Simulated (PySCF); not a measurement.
# The bond of RbNa+, level by level

An exercise on one series of results from a longer session: the logs are not shown, and one member is left open.

Program: PySCF 2.14.0. Level of theory: Rb def2-SVPD with ECP28, Na def2-SVPD, scalar-relativistic core potentials. These are calculated values, not measurements.

Set-up of the first run:

The job is set up so:

| Item | Value |
| --- | --- |
| atoms | Rb, Na |
| charge | 1 |
| basis | Rb def2-SVPD with ECP28, Na def2-SVPD |
| Hamiltonian | scalar-relativistic core potentials |
| basis functions | 45 |
| electrons treated | 19 |
| masses in u | 84.9118, 22.9898 |
| levels | PBE0, PBE, r²SCAN, B97-3, PW91, BP86, HF, MP2, SCS-MP2, CCSD, CCSD(T) |
| grid | 80 radial by 434 angular points |
| occupations | held fixed by the projection of orbital angular momentum |
| dissociation limit | Rb+ + Na, each in its ground configuration |
| starting distance in angstrom | 3.735 |
| values of 2S to try | 1, 3 |

Started as:

```sh
$ OMP_NUM_THREADS=1 python dia.py task.json out
```

Among the steps run: Input; PBE0 along the bond; PBE (GGA); r²SCAN; B97-3; PW91; BP86 (GGA); UHF (mean field); MP2 and coupled cluster.

One of the session's tables, all rows but one given; the rest of the session is left out.

Energy (eV) from each level's lowest point:

```
R (Å)    UHF  UHF-MP2  UHF-SCS-MP2  UHF-CCSD  UHF-CCSD(T)
3.720  0.149    0.104        0.110       n/a          n/a
3.893  0.083    0.051        0.056     0.047        0.047
4.066  0.039    0.019        0.022     0.017        0.017
4.195  0.018    0.006        0.007     0.005        0.005
4.325  0.006    0.000        0.001     0.000        0.000
4.455  0.000    0.000        0.000     0.001        0.001
4.628  0.001    0.008        0.007     0.010        0.010
4.844      ?        ?            ?         ?            ?
5.104  0.036    0.057        0.053     0.061        0.062
5.449  0.077    0.106        0.101       n/a          n/a
```

**Question.** Estimate the row for R (Å) = 4.844.

Worked estimate for «UHF». A straight line through the neighbours (4.628, 0.001) and (5.104, 0.036) gives 0.001 + (0.036 − 0.001) × (4.844 − 4.628) / (5.104 − 4.628) = 0.017; a parabola fitted to 4 rows on both sides gives 0.014.

As computed: UHF: 0.012; UHF-MP2: 0.026; UHF-SCS-MP2: 0.024; UHF-CCSD: 0.029; UHF-CCSD(T): 0.030. In «UHF» the line misses by +0.005 and the parabola by +0.002.
